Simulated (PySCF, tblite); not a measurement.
**C₄H₈FSi₃ radical: geometry, infrared bands and EPR parameters**

Wanted: the infrared bands and EPR parameters of C₄H₈FSi₃ radical (`F[C@]1(C#C[SiH3])C[SiH][SiH2]1`), by calculation.

The runs use tblite 0.8.0 and PySCF 2.14.0, with density-fitted response routines of our own; the level of theory stands in each step. All values are computed, except where a source is named. Atoms count from 0, in the outputs and in this text.

## (1) Starting geometry

16 atoms, charge 0, multiplicity 2; geometry from: force field or distance geometry start.

Bonds of the start (Å): F0–C1 1.34, C1–C2 1.47, C2–C3 1.19, C3–Si4 1.87, C1–C5 1.58, C5–Si6 1.93, Si6–Si7 2.26, Si7–C1 1.95, Si4–H8 1.48, Si4–H9 1.48, Si4–H10 1.49, C5–H11 1.10, C5–H12 1.08, Si6–H13 1.48, Si7–H14 1.49, Si7–H15 1.49.

## (2) Relaxing the molecule with GFN2-xTB

Job settings and geometry (Å):

```
{"job": {"kind": "relax", "xc": "GFN2-xTB", "basis": "xTB"}, "charge": 0, "multiplicity": 2}
F     -0.990200     1.086600    -1.590400
C     -0.812500     0.346700    -0.483300
C      0.616000     0.044600    -0.340000
C      1.778800    -0.193800    -0.262500
Si     3.603000    -0.585100    -0.127700
C     -1.746000    -0.921600    -0.354800
Si    -3.263800     0.024700     0.363200
Si    -1.504100     1.233000     1.112000
H      4.348900     0.578000     0.415600
H      3.824500    -1.744800     0.769100
H      4.158100    -0.913600    -1.473600
H     -1.398100    -1.709700     0.333600
H     -1.976600    -1.393200    -1.302800
H     -4.005400     0.713600    -0.720300
H     -0.982700     0.732300     2.410200
H     -1.657500     2.711200     1.035500
```

Run with:

```bash
$ OMP_NUM_THREADS=1 python probes_run.py task.json out
```

One launch serves the whole session: the jobs run in the order shown.

**Question.** This job is followed by: GFN2-xTB harmonic vibrations, gas phase; UKS B3LYP, pcH-1 on C F H Si, non-relativistic, mean-field spin-orbit, GIAO. Predict these results of the whole session: strongest single infrared mode (GFN2-xTB); zero-point energy (GFN2-xTB); g(iso) (B3LYP); ⟨S²⟩; largest a(iso) (averaged by class); potential on the surface of density 0.002 e/bohr³, 1st and 99th percentile.

As calculated:

| quantity | value |
| --- | --- |
| strongest single infrared mode (GFN2-xTB) | 794 cm⁻¹, 668 km/mol |
| zero-point energy (GFN2-xTB) | 57.6 kcal/mol |
| g(iso) (B3LYP) | 2.00408 |
| ⟨S²⟩ | 0.752 (exact 0.75) |
| largest a(iso) (averaged by class) | 29Si on Si6, -406.7 MHz |
| potential on the surface of density 0.002 e/bohr³, 1st and 99th percentile | -1.09 V and 1.35 V |

The optimisation took 99 steps and gained 0.623 eV; among the close pairs (by a distance rule), F0–C1 changed most, from 1.343 to 1.409 Å. No mode is imaginary among the 42: a minimum at this level. Unscaled tight-binding wavenumbers are off by several per cent, some by more. Its intensities can rank the bands wrongly. Most of the unpaired spin sits on Si6 (0.90 e). The isotropic g lies 1.8 ppt above the free-electron value. The conformer search found further structures of the same energy, which may be mirror or relabelled copies of this one.
